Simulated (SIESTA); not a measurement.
**NiMoIrPdW in SIESTA: convergence with k mesh**

NiMoIrPdW:

```
Ni Mo Pd Ir W
1.0
     4.14670    0.00000    0.00000
    -2.07335    3.59115    0.00000
     0.00000    0.00000    5.41629
Ni Mo Pd Ir W
1 1 1 1 1
Direct
  0.00000 0.00000 0.02221
  0.66667 0.33333 0.45996
  0.33333 0.66667 0.74601
  0.33333 0.66667 0.25641
  0.66667 0.33333 0.99985
```

The cell was built by a generator and needn't be a form met in nature.

```yaml
Program: SIESTA 5.4.2
Task: single point
Functional: PBE
Potentials_or_basis: PseudoDojo 0.4 standard (PBE files)
Basis: DZP (energy shift 0.003 Ry; two zetas on semicore shells)
Grid_cutoff: 800 Ry
Energy_shift: 0.003 Ry
k_mesh: 2 × 2 × 1
Occupations: fermi-dirac, width 0.05 eV
Spin: collinear spin, ferromagnetic start
Starting_moments: "[1.0, 1.0, 0.0, 0.6, 0.0] μB"
```

These are the settings of the first run; the series varies k mesh, with any setting tied to it.

Hardware: 4 MPI ranks on Arm Neoverse N1, with other jobs on the host.

```tsv
k mesh	energy less the tightest run, at zero smearing (meV/atom)	pressure (GPa)	largest force (eV/Å)	largest site moment (μB)	SCF cycles	CPU time (s)
2 × 2 × 1	102.08	4.11	1.404	0.21	24	900
3 × 3 × 2	44.87	4.04	0.198	0.00	21	820
4 × 4 × 3	-19.04	2.66	0.727	0.00	20	840
5 × 5 × 4	-0.94	3.03	0.437	0.00	21	880
6 × 6 × 4	7.69	3.16	0.469	0.00	19	890
7 × 7 × 5	-3.02	2.95	0.706	0.00	19	870
9 × 9 × 6	0.00	3.03	0.585	0.00	19	1000
```

Against the tightest run, the pressure stays within 0.1 GPa from 7 × 7 × 5 on; the largest site moment stays within 0.02 μB from 3 × 3 × 2 on. Not settled before the last step: the energy (to 1 meV/atom), the largest force (to 0.005 eV/Å). Meshes of other sizes hit other points, so gaps and Fermi surfaces needn't settle smoothly. The tightest run that finished is the yardstick and may itself not be fully converged.

Caveat, for the tightest run too: short orbitals over semicore shells can move pressures by several GPa; the valence orbitals were made in a potential fitted to the semicore shell under them, which widens gaps by tenths of an eV or more; the basis of atomic orbitals isn't converged, which shifts pressures, moduli and gaps. Spin-orbit coupling is left out, which matters for the levels of Ir, W.
